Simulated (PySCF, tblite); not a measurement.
# H5O6PSi3, a fragment of a glass network (fused 3-rings): NMR shifts, core binding energies and electronic excitations, part 2 of 2

tblite 0.8.0 and PySCF 2.14.0. Atoms count from 0, parts from 1. The steps go on from the part before.

## 5. Core-electron binding energies: SCAN, X2C

What the job is given:

```
{"job": {"kind": "xps", "holes": 5}, "charge": 0, "multiplicity": 1}
O      2.956446     0.275221    -0.985736
P      1.560882     0.210478    -0.561516
O      1.044592     1.438217     0.341027
Si    -0.008787     1.558816     1.646534
O     -0.735854     0.064857     1.803469
Si    -0.421112    -1.287738     0.910017
O      1.149691    -1.072671     0.340031
O     -1.361029    -1.309778    -0.447175
Si    -0.996390    -0.642797    -1.932571
O      0.470620     0.157634    -1.743158
H     -1.027157     2.584485     1.323399
H      0.765452     1.872180     2.869132
H     -0.546326    -2.518448     1.696376
H     -0.838402    -1.713993    -2.942549
H     -2.023171     0.358402    -2.302542
```

With the program's defaults for keys left out, this is: delta-SCF UKS SCAN, pcX-2 on the ionised atom, pcseg-1 elsewhere, spin-free X2C.

The program printed:

```text
ground state, core basis on atom 0 (O), 212 functions
  cycle   1  E = -1666.55544724  |g| = 1.62e+00
  cycle   2  E = -1665.04904551  |g| = 3.15e+00
  cycle   3  E = -1666.94122713  |g| = 6.91e-01
  cycle   4  E = -1667.03056324  |g| = 1.30e-01
  cycle   5  E = -1667.03333501  |g| = 2.58e-02
  cycle   6  E = -1667.03337415  |g| = 2.34e-02
  cycle   7  E = -1667.03347461  |g| = 5.77e-03
  cycle   8  E = -1667.03347624  |g| = 1.35e-03
  cycle   9  E = -1667.03347481  |g| = 3.57e-04
  E(ground) = -1667.17750137 Eh
hole in O 1s of atom 0
  cycle   1  E = -1646.45654340  |g| = 2.23e+00
  cycle   2  E = -1645.92305843  |g| = 2.25e+00
  cycle   3  E = -1647.21372692  |g| = 4.80e-01
  cycle   4  E = -1647.24395136  |g| = 3.46e-01
  cycle   5  E = -1647.28854859  |g| = 5.54e-02
  cycle   6  E = -1647.28915254  |g| = 3.59e-02
  cycle   7  E = -1647.28963391  |g| = 7.49e-03
  cycle   8  E = -1647.28965446  |g| = 2.04e-03
  cycle   9  E = -1647.28965459  |g| = 1.25e-03
  cycle  10  E = -1647.28965594  |g| = 5.44e-04
  cycle  11  E = -1647.28965555  |g| = 1.00e-04
  E(ion) = -1647.43669112 Eh   <S^2> = 0.7633   hole on atom = 1.000   binding energy = 537.175 eV
ground state, core basis on atom 1 (P), 223 functions
  cycle   1  E = -1667.16239374  |g| = 3.58e-01
  cycle   2  E = -1667.15561411  |g| = 2.20e-01
  cycle   3  E = -1667.14955804  |g| = 2.78e-01
  cycle   4  E = -1667.16428667  |g| = 3.40e-02
  cycle   5  E = -1667.16449226  |g| = 6.37e-03
  cycle   6  E = -1667.16449891  |g| = 2.06e-03
  cycle   7  E = -1667.16449963  |g| = 7.18e-04
  cycle   8  E = -1667.16450108  |g| = 4.43e-04
  E(ground) = -1667.27819661 Eh
hole in P 2p of atom 1
  cycle   1  E = -1661.61041253  |g| = 1.41e+00
  cycle   2  E = -1660.93538007  |g| = 1.79e+00
  cycle   3  E = -1661.79867079  |g| = 6.79e-01
  cycle   4  E = -1661.95117082  |g| = 2.78e-01
  cycle   5  E = -1661.97636630  |g| = 1.23e-01
  cycle   6  E = -1661.98194675  |g| = 3.82e-02
  cycle   7  E = -1661.98250886  |g| = 9.41e-03
  cycle   8  E = -1661.98253206  |g| = 6.34e-03
  cycle   9  E = -1661.98254596  |g| = 1.61e-03
  cycle  10  E = -1661.98254848  |g| = 7.37e-04
  cycle  11  E = -1661.98254669  |g| = 4.39e-04
  E(ion) = -1662.10954533 Eh   <S^2> = 0.7527   hole on atom = 1.002   binding energy = 140.646 eV
  2p3/2 = 140.429 eV   2p1/2 = 141.325 eV
ground state, core basis on atom 7 (O), 212 functions
  cycle   1  E = -1667.03424135  |g| = 1.39e-01
  cycle   2  E = -1667.02862607  |g| = 2.02e-01
  cycle   3  E = -1667.03577901  |g| = 5.45e-02
  cycle   4  E = -1667.03619462  |g| = 2.80e-02
  cycle   5  E = -1667.03633895  |g| = 6.83e-03
  cycle   6  E = -1667.03634623  |g| = 1.29e-03
  cycle   7  E = -1667.03634683  |g| = 4.88e-04
  E(ground) = -1667.18076919 Eh
hole in O 1s of atom 7
  cycle   1  E = -1646.39939514  |g| = 2.23e+00
  cycle   2  E = -1645.85853213  |g| = 2.25e+00
  cycle   3  E = -1647.15279086  |g| = 4.85e-01
  cycle   4  E = -1647.17680095  |g| = 3.83e-01
  cycle   5  E = -1647.23015333  |g| = 9.33e-02
  cycle   6  E = -1647.23209253  |g| = 6.09e-02
  cycle   7  E = -1647.23348304  |g| = 1.21e-02
  cycle   8  E = -1647.23352763  |g| = 6.80e-03
  cycle   9  E = -1647.23354261  |g| = 1.60e-03
  cycle  10  E = -1647.23354803  |g| = 6.13e-04
  cycle  11  E = -1647.23354779  |g| = 4.06e-04
  E(ion) = -1647.37833638 Eh   <S^2> = 0.7621   hole on atom = 1.000   binding energy = 538.852 eV
ground state, core basis on atom 8 (Si), 223 functions
  cycle   1  E = -1667.10491827  |g| = 3.13e-01
  cycle   2  E = -1667.09886076  |g| = 2.22e-01
  cycle   3  E = -1667.10125544  |g| = 1.84e-01
  cycle   4  E = -1667.10755064  |g| = 2.55e-02
  cycle   5  E = -1667.10765008  |g| = 8.72e-03
  cycle   6  E = -1667.10766289  |g| = 2.00e-03
  cycle   7  E = -1667.10766575  |g| = 8.27e-04
  cycle   8  E = -1667.10766483  |g| = 2.75e-04
  E(ground) = -1667.21475045 Eh
hole in Si 2p of atom 8
  cycle   1  E = -1662.76597189  |g| = 1.24e+00
  cycle   2  E = -1659.55039617  |g| = 2.50e+00
  cycle   3  E = -1662.63310278  |g| = 1.01e+00
  cycle   4  E = -1663.04993642  |g| = 2.78e-01
  cycle   5  E = -1663.05962164  |g| = 2.28e-01
  cycle   6  E = -1663.08079920  |g| = 5.48e-02
  cycle   7  E = -1663.08186020  |g| = 2.39e-02
  cycle   8  E = -1663.08207619  |g| = 6.99e-03
  cycle   9  E = -1663.08209012  |g| = 2.96e-03
  cycle  10  E = -1663.08209317  |g| = 1.12e-03
  cycle  11  E = -1663.08209389  |g| = 4.39e-04
  E(ion) = -1663.20027679 Eh   <S^2> = 0.7513   hole on atom = 1.003   binding energy = 109.239 eV
  2p3/2 = 108.970 eV   2p1/2 = 109.599 eV
ground state, core basis on atom 9 (O), 212 functions
  cycle   1  E = -1667.03453923  |g| = 1.10e-01
  cycle   2  E = -1667.03243720  |g| = 1.26e-01
  cycle   3  E = -1667.03472311  |g| = 5.79e-02
  cycle   4  E = -1667.03525550  |g| = 1.72e-02
  cycle   5  E = -1667.03531030  |g| = 4.31e-03
  cycle   6  E = -1667.03531597  |g| = 8.28e-04
  cycle   7  E = -1667.03531644  |g| = 2.78e-04
  E(ground) = -1667.18074598 Eh
hole in O 1s of atom 9
  cycle   1  E = -1646.38865386  |g| = 2.23e+00
  cycle   2  E = -1645.56529248  |g| = 2.41e+00
  cycle   3  E = -1646.99033904  |g| = 7.75e-01
  cycle   4  E = -1647.04169243  |g| = 6.82e-01
  cycle   5  E = -1647.21116109  |g| = 1.75e-01
  cycle   6  E = -1647.22149076  |g| = 7.54e-02
  cycle   7  E = -1647.22351940  |g| = 1.26e-02
  cycle   8  E = -1647.22355866  |g| = 8.44e-03
  cycle   9  E = -1647.22358741  |g| = 1.27e-03
  cycle  10  E = -1647.22358701  |g| = 4.88e-04
  E(ion) = -1647.37036402 Eh   <S^2> = 0.7623   hole on atom = 1.000   binding energy = 539.068 eV
```

Wall time 66 s (1 thread of Arm Neoverse V2, shared host); peak memory 0.94 GiB.

The holes in one table. −ε is the ground-state orbital energy:

```tsv
hole	stands for	environment	ΔSCF (eV; 2p as the shell's mean)	−ε (eV)	⟨S²⟩
O1s on O0	O0	oxygen bonded to P	537.17	515.9	0.763
P2p on P1	P1	phosphorus bonded to 4 O	140.73	129.3	0.753
O1s on O7	O4, O7	oxygen bonded to 2 Si	538.85	517.5	0.762
Si2p on Si8	Si3, Si8	silicon bonded to 2 O, 2 H	109.18	98.2	0.751
O1s on O9	O2, O9	oxygen bonded to P, Si	539.07	517.8	0.762
```

Each hole run stands for the others of its class of like atoms.

With the spin-orbit splitting: P1 2p3/2 140.43, 2p1/2 141.32 eV; Si8 2p3/2 108.97, 2p1/2 109.60 eV. The table gives each 2p level as the mean over the whole 2p shell (two parts 2p3/2, one part 2p1/2), which differs a little from the single hole in the log.

## 6. Excited states and response: CAM-B3LYP/def2-SVPD

Same as in step 5 but for these lines:

```diff
@@ -1,2 +1,2 @@
-{"job": {"kind": "xps", "holes": 5}, "charge": 0, "multiplicity": 1}
+{"job": {"kind": "uv", "xc": "CAM-B3LYP", "basis": "def2-SVPD", "nstates": 6, "ntriplets": 2, "ip": true}, "charge": 0, "multiplicity": 1}
 O      2.956446     0.275221    -0.985736
```

With the program's defaults for keys left out, this is: TDDFT CAM-B3LYP/def2-SVPD, vertical, gas phase, core orbitals frozen in the response.

The program printed:

```text
coarse grid: 16112 points
cycle   1  E = -1663.0976663517  dE =  2.244e+00  |g| = 1.562e+00  |ddm| = 7.773e+00
cycle   2  E = -1662.7909765709  dE =  3.067e-01  |g| = 2.049e+00  |ddm| = 8.719e+00
cycle   3  E = -1663.5445784161  dE = -7.536e-01  |g| = 2.433e-01  |ddm| = 4.105e+00
cycle   4  E = -1663.5545231383  dE = -9.945e-03  |g| = 7.820e-02  |ddm| = 3.943e-01
cycle   5  E = -1663.5556230764  dE = -1.100e-03  |g| = 1.031e-02  |ddm| = 1.584e-01
cycle   6  E = -1663.5556427057  dE = -1.963e-05  |g| = 5.101e-03  |ddm| = 6.639e-02
cycle   7  E = -1663.5556473019  dE = -4.596e-06  |g| = 1.433e-03  |ddm| = 9.863e-03
final grid: 141816 points
cycle   8  E = -1663.8065158994  dE = -1.481e-05  |g| = 2.846e-03  |ddm| = 6.675e-02
cycle   9  E = -1663.8065150983  dE =  8.011e-07  |g| = 3.635e-03  |ddm| = 1.532e-02
cycle  10  E = -1663.8065173954  dE = -2.297e-06  |g| = 2.587e-04  |ddm| = 6.706e-03
cycle  11  E = -1663.8065174047  dE = -9.314e-09  |g| = 1.612e-04  |ddm| = 1.325e-03
cycle  12  E = -1663.8065174093  dE = -4.615e-09  |g| = 3.432e-05  |ddm| = 3.315e-04
cycle  13  E = -1663.8065174096  dE = -2.315e-10  |g| = 1.165e-05  |ddm| = 1.158e-04
converged SCF energy = -1663.8065174096

Static polarisability (au): isotropic 97.127, principal 91.216 96.671 103.494

Singlet excitations
state   eV       nm        f      main configurations
  1   7.7696    159.6   0.00300   H->L 0.39, H-2->L 0.20, H->L+1 0.15
  2   7.9516    155.9   0.01765   H->L+1 0.53, H-2->L 0.16
  3   7.9658    155.6   0.00020   H-3->L 0.37, H-2->L+2 0.26, H->L+2 0.22
  4   8.2807    149.7   0.00135   H-2->L+1 0.51, H->L 0.10, H-2->L 0.10
  5   8.3080    149.2   0.02432   H-1->L+1 0.51, H-1->L 0.14, H-1->L+8 0.11
  6   8.4462    146.8   0.00172   H-3->L+1 0.44, H-2->L+6 0.12, H->L+6 0.11

Triplet excitations (Tamm-Dancoff, eV): 7.3538 7.4922
Vertical ionisation energy (delta-SCF) = 11.0771 eV
```

Wall time 8.3 min (1 thread of Arm Neoverse V2, shared host); peak memory 1.9 GiB.

The orbitals next to the gap, with their largest atomic shares:

```tsv
orbital	eV	atoms
HOMO−3	-11.19	Si3 13 %, Si8 13 %, H10 11 %
HOMO−2	-10.80	O0 17 %, O4 13 %, O7 13 %
HOMO−1	-10.60	O0 73 %, P1 12 %, O6 6 %
HOMO	-10.30	O0 51 %, O2 12 %, O9 12 %
LUMO	0.52	Si8 14 %, Si3 14 %, O7 11 %
LUMO+1	0.64	Si8 21 %, Si3 20 %, Si5 8 %
LUMO+2	0.91	Si3 16 %, Si8 16 %, O4 10 %
```

With each of the 6 states as a Gaussian band of 0.4 eV half-width at 1/e, the curve within the window shown has maxima at 152 nm (ε 1,500) L/(mol cm). Beyond the last state computed it falls off for lack of states. The curve at chosen wavelengths:

nm, ε (L/mol/cm) and a bar:
```
      142        365 #######
      143        499 #########
      144        654 ############
      146        988 ###################
      147       1148 ######################
      148       1289 #########################
      149       1404 ###########################
      151       1535 ##############################
      152       1549 ##############################
      153       1532 ##############################
      154       1486 #############################
      156       1326 ##########################
      157       1221 ########################
      158       1106 #####################
      159        985 ###################
      161        741 ##############
      162        626 ############
      163        520 ##########
      164        423 ########
      166        266 #####
      167        206 ###
      168        156 ##
      169        117 ##
      171         62 #
      172         44 
      173         31
```

Further results of this job:

```tsv
property	computed
dipole moment (D)	4.99
polarisability (Å³)	14.39
HOMO–LUMO gap (eV)	10.81
−ε(HOMO) (eV)	10.30
```

## 7. Summary of results

This closing draws on all 2 parts.

| quantity | value |
| --- | --- |
| point group | Cs |
| rotational constants (main isotopes) | 1.00, 0.94, 0.65 GHz |
| 1H shifts against TMS (PBE0/pcSseg-1, means over atoms taken as alike) | 5.26, 5.13, 4.72 ppm |
| 17O shifts against H2O (PBE0/pcSseg-1, means over atoms taken as alike) | 183.2, 170.5, 140.9, 100.5 ppm |
| 31P shifts against H3PO4 (PBE0/pcSseg-1) | -44.9 ppm |
| 29Si shifts against TMS (PBE0/pcSseg-1, means over atoms taken as alike) | -27.0, -56.6 ppm |
| O1s binding energies, SCAN/pcX-2 (standing for 5 of 6 atoms) | O9 539.07, O7 538.85, O0 537.17 eV |
| P2p binding energies, SCAN/pcX-2 | P1 140.73 eV |
| Si2p binding energies, SCAN/pcX-2 (standing for 2 of 3 atoms) | Si8 109.18 eV |
| lowest singlet (CAM-B3LYP/def2-SVPD) | 7.77 eV (160 nm), f = 0.003 |
| brightest single state of those computed | state 5, 8.31 eV, f = 0.024 |
| lowest triplet | 7.35 eV |
| vertical ionisation energy (ΔSCF) | 11.08 eV |

What this shows: The start of the PBE0/def2-SVP relaxation was shaken at random by about 0.01 Å, so part of the energy gained, and of the first lengths quoted, undoes that. Over 10 steps the energy fell by 0.656 eV; of the close pairs, O2–Si3 changed most, 1.597 to 1.682 Å (PBE0/def2-SVP). At PBE0/pcSseg-1: The largest span, 316 ppm, is at P1, where the paramagnetic term is -613 ppm. At SCAN/pcX-2: O9 (oxygen bonded to P, Si) binds its O1s electron 1.89 eV more tightly than O0 (oxygen bonded to P). Only 5 of the 6 O atoms are covered by sound results. The lowest singlet, at 7.77 eV, is HOMO→LUMO 0.39, HOMO−2→LUMO 0.20 and is weak; of the 6 states computed, the strongest absorption comes from state 5 at 8.31 eV. The lowest triplet lies 0.42 eV below the lowest singlet (triplets in Tamm-Dancoff, singlets in full TDDFT). The orbital energy would give 10.30 eV for ionisation, ΔSCF gives 11.08 eV. A capped cluster stands for the solid here, so long-range fields and strain are missing, and bands or shifts of the capping hydrogens have no counterpart in it.
